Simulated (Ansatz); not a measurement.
# SnH2− (doublet): the correlation ladder at a displaced geometry (v2), def2-TZVPD

An exercise on one series of results from a longer session: the logs are not shown, and one member is left open.

The runs use Ansatz 0.2.0, Gaussian basis; def2-TZVPD, core rule «outside noble gas», up to 9 orbitals frozen.

Plan: UHF; CCSD(T) on ROHF; CCSD(T) on UHF; BCCD(T) on ROHF; CCSDT(Q) on ROHF; CCSDT(Q) on UHF; CASSCF and MRCISD+Q, 7 electrons in 6 orbitals; CASSCF and MRCISD+Q(relaxed), 7 electrons in 6 orbitals; CASSCF and NEVPT2, 7 electrons in 6 orbitals.

14 further runs of the same task are left out: 4 that didn't finish, 10 set aside as unsound or not needed.

## The system

The geometry is a PBE0/def2-TZVPD stationary point (not a proven minimum) with its atoms shifted at random (size 0.100 Å). No spin-orbit coupling is included. Elements past krypton take def2 core potentials.

3 atoms, charge -1, spin multiplicity 2.

Atoms are counted from 1 here; the program's logs count them from 0.

Bond lengths: Sn1–H2 1.809 Å, Sn1–H3 1.792 Å. Angles: H2–Sn1–H3 91.0°.

Set-up of the first run:

Input file in.yaml:

```yaml
crystal:
  periodic: [false, false, false]
  atoms:
    - {symbol: Sn, position_ang: [0.002113, -0.020958, -0.000125]}
    - {symbol: H, position_ang: [-0.162761, 1.250393, -1.276626]}
    - {symbol: H, position_ang: [-0.086140, 1.217963, 1.291387]}
basis:
  gaussian: {orbitals: def2-TZVPD}
total_charge: -1
magnetization: {spin_polarized: true, initial_magnetization: 1}
hamiltonian: {xc: hf}
output: {orbitals: {seedname: orbitals}}
```

On the command line:

```sh
$ ansatz run in.yaml --threads 1 --pin off --events-out ev --progress --plain --max-ram 2393MiB
```

Steps of the session up to this table: UHF; CCSD(T) on ROHF; CCSD(T) on UHF; BCCD(T) on ROHF; CCSDT(Q) on ROHF; CCSDT(Q) on UHF; CASSCF and MRCISD+Q, 7 electrons in 6 orbitals; CASSCF and MRCISD+Q(relaxed), 7 electrons in 6 orbitals; CASSCF and NEVPT2, 7 electrons in 6 orbitals.

One table of the session follows, with a row left open; its other results are not shown here.

```
                   method  from UCCSDT(Q) (kcal/mol)
                     ROHF                     +83.88
                      UHF                     +81.62
                     RMP2                     +18.37
                     UMP2                     +18.69
                    RCCSD                      +3.36
                    UCCSD                      +3.20
                 RCCSD(T)                      +0.73
                 UCCSD(T)                      +0.65
                  BCCD(T)                      +0.73
                   RCCSDT                      +0.19
                   UCCSDT                      +0.09
                RCCSDT(Q)                      +0.10
                UCCSDT(Q)                          0
           CASSCF valence                     +63.05
           NEVPT2 valence                          ?
           MRCISD valence                      +4.49
         MRCISD+Q valence                      +0.37
MRCISD+Q(relaxed) valence                      -0.07
```

**Question.** Estimate the row for NEVPT2 valence.

As computed: from UCCSDT(Q) (kcal/mol): +18.48. In the column «from UCCSDT(Q) (kcal/mol)» it lies between RMP2 (+18.37) and UMP2 (+18.69).

Limits of these values: Restricted and unrestricted rows rest on different reference determinants; where their highest levels disagree by more than a few hundredths of an eV, they describe different states and don't form one ladder.
